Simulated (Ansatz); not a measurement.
# InSiH3ClO (SMILES [SiH3][O][In][Cl]) at UHSE06/def2-SVP (core potential)

Aim: the vertical ionisation energy of InSiH3ClO at UHSE06/def2-SVP (core potential), from 2 runs. 

The results are computed with Ansatz 0.2.0.

113 further runs of the same task are left out: 113 set aside as unsound or not needed.

## 1. Starting point

The species is InSiH3ClO (7 atoms), meant as a doublet with charge 0. SMILES: `[SiH3][O][In][Cl]`. The shape is that of a PBE0-D4/def2-TZVP optimisation. This is one conformer, not always the lowest.

Bond lengths: Si1–O2 1.634 Å, O2–In3 1.993 Å, In3–Cl4 2.351 Å, Si1–H5 1.491 Å, Si1–H6 1.486 Å, Si1–H7 1.491 Å. Angles: Si1–O2–In3 137.3°, O2–In3–Cl4 115.6°, O2–Si1–H5 111.6°, O2–Si1–H6 108.5°, O2–Si1–H7 111.6°, H5–Si1–H6 108.8°, H5–Si1–H7 107.5°, H6–Si1–H7 108.8°.

## 2. The energy at UHSE06/def2-SVP (core potential)

The input, run.yaml:

```yaml
crystal:
  periodic: [false, false, false]
  atoms:
    - {symbol: Si, position_ang: [0.016600, 1.144600, 0.460800]}
    - {symbol: O, position_ang: [0.203700, -0.441600, 0.114500]}
    - {symbol: In, position_ang: [-0.437600, -1.723300, -1.270600]}
    - {symbol: Cl, position_ang: [0.330700, -3.933200, -1.041200]}
    - {symbol: H, position_ang: [0.496200, 2.009500, -0.655300]}
    - {symbol: H, position_ang: [0.803700, 1.457800, 1.681900]}
    - {symbol: H, position_ang: [-1.413400, 1.486100, 0.709900]}
basis:
  gaussian:
    orbitals: def2-SVP
output:
  orbitals: {seedname: orbitals}
magnetization:
  spin_polarized: true
  initial_magnetization: 1
hamiltonian:
  xc: hse06
accuracy: high
```

Command:

```sh
$ ansatz run run.yaml --threads 1 --pin off --max-ram 3480MiB --events-out events.jsonl --progress --plain --runs-dir runs
```

The program printed:

```text
Warning: RAYON_NUM_THREADS=1 ignored (pool sized by the plan → 1); use --threads N
Functional definition: HSE06
  name "HSE06"
  parameter a = 0.25
  parameter omega = 0.11/bohr
  exchange = pbe_x - a*pbe_x_sr(omega) + a*exact_x_sr(omega)
  correlation = pbe_c
2009 factors; integrals over basis functions are off by at most 8.1e-9 eV
114 factors; integrals over basis functions are off by at most 1.5e-9 eV
mean field evaluation 1: about -27647.3178 eV, gradient 3.9e1 eV
mean field evaluation 2: about -27566.5121 eV, gradient 1.2e2 eV
mean field evaluation 4: about -27652.9881 eV, gradient 9.9e0 eV
mean field evaluation 8: about -27653.6806 eV, gradient 1.7e-1 eV
mean field evaluation 16: about -27653.6808 eV, gradient 8.4e-5 eV
mean field -27653.68080645 eV, -1016.2540252990 hartree, gradient 7.4e-8 eV, S^2 0.753965; 0 other end points of the search recorded, 0 dependent functions left out
reference -27653.68081052 eV, -1016.2540254484 hartree; 32, 31 occupied and 59, 60 virtual orbitals, 2009 factors
Total energy: -27653.68081052 eV, -1016.2540254484 hartree
```

Run time: 18 s. Hardware: 1 thread of Arm Neoverse V2, shared host; peak memory 0.54 GiB.

## 3. The singlet cation

The input, molecule.yaml:

```yaml
crystal:
  periodic: [false, false, false]
  atoms:
    - {symbol: Si, position_ang: [0.016600, 1.144600, 0.460800]}
    - {symbol: O, position_ang: [0.203700, -0.441600, 0.114500]}
    - {symbol: In, position_ang: [-0.437600, -1.723300, -1.270600]}
    - {symbol: Cl, position_ang: [0.330700, -3.933200, -1.041200]}
    - {symbol: H, position_ang: [0.496200, 2.009500, -0.655300]}
    - {symbol: H, position_ang: [0.803700, 1.457800, 1.681900]}
    - {symbol: H, position_ang: [-1.413400, 1.486100, 0.709900]}
basis:
  gaussian:
    orbitals: def2-SVP
total_charge: 1
hamiltonian:
  xc: hse06
accuracy: high
output: {orbitals: {seedname: orbitals}}
```

Command:

```sh
$ ansatz run molecule.yaml --threads 1 --pin off --max-ram 3480MiB --events-out events.jsonl --progress --plain --runs-dir runs
```

The program printed, shortened:

```text
Warning: RAYON_NUM_THREADS=1 ignored (pool sized by the plan → 1); use --threads N
[... 6 set-up lines as earlier in the session ...]
2005 factors; integrals over basis functions are off by at most 8.1e-9 eV
114 factors; integrals over basis functions are off by at most 1.5e-9 eV
mean field evaluation 1: about -27629.3472 eV, gradient 8.3e1 eV
mean field evaluation 2: about -27465.5463 eV, gradient 2.0e2 eV
mean field evaluation 4: about -27641.0710 eV, gradient 3.2e1 eV
mean field evaluation 8: about -27644.6173 eV, gradient 5.8e-1 eV
mean field evaluation 16: about -27644.7301 eV, gradient 6.8e-4 eV
mean field -27644.73014167 eV, -1015.9250944354 hartree, gradient 3.0e-8 eV, S^2 0.000000; 0 other end points of the search recorded, 0 dependent functions left out
reference -27644.73014590 eV, -1015.9250945906 hartree; 31, 31 occupied and 60, 60 virtual orbitals, 2005 factors
Total energy: -27644.73014590 eV, -1015.9250945906 hartree
```

Run time: 9.3 s. Hardware: 1 thread of Arm Neoverse V2, shared host; peak memory 0.35 GiB.

## 4. What came out

Level: UHSE06/def2-SVP (core potential).

| quantity | value |
| --- | --- |
| doublet InSiH3ClO: total energy | -1016.25403 Eh |
| doublet InSiH3ClO: HOMO energy (highest over α and β) | -6.56 eV |
| doublet InSiH3ClO: LUMO energy (lowest over α and β) | -4.61 eV |
| doublet InSiH3ClO: ⟨S²⟩ | 0.754 |
| singlet cation: total energy | -1015.92509 Eh |
| singlet cation: HOMO energy | -12.80 eV |
| singlet cation: LUMO energy | -11.27 eV |
| singlet cation: HOMO–LUMO gap | 1.53 eV |
| vertical ionisation energy (to the singlet cation) | 8.951 eV |

In words: The vertical ionisation energy comes to 8.95 eV (206 kcal/mol). Only the singlet of the ionised species was computed; a triplet could lie lower.
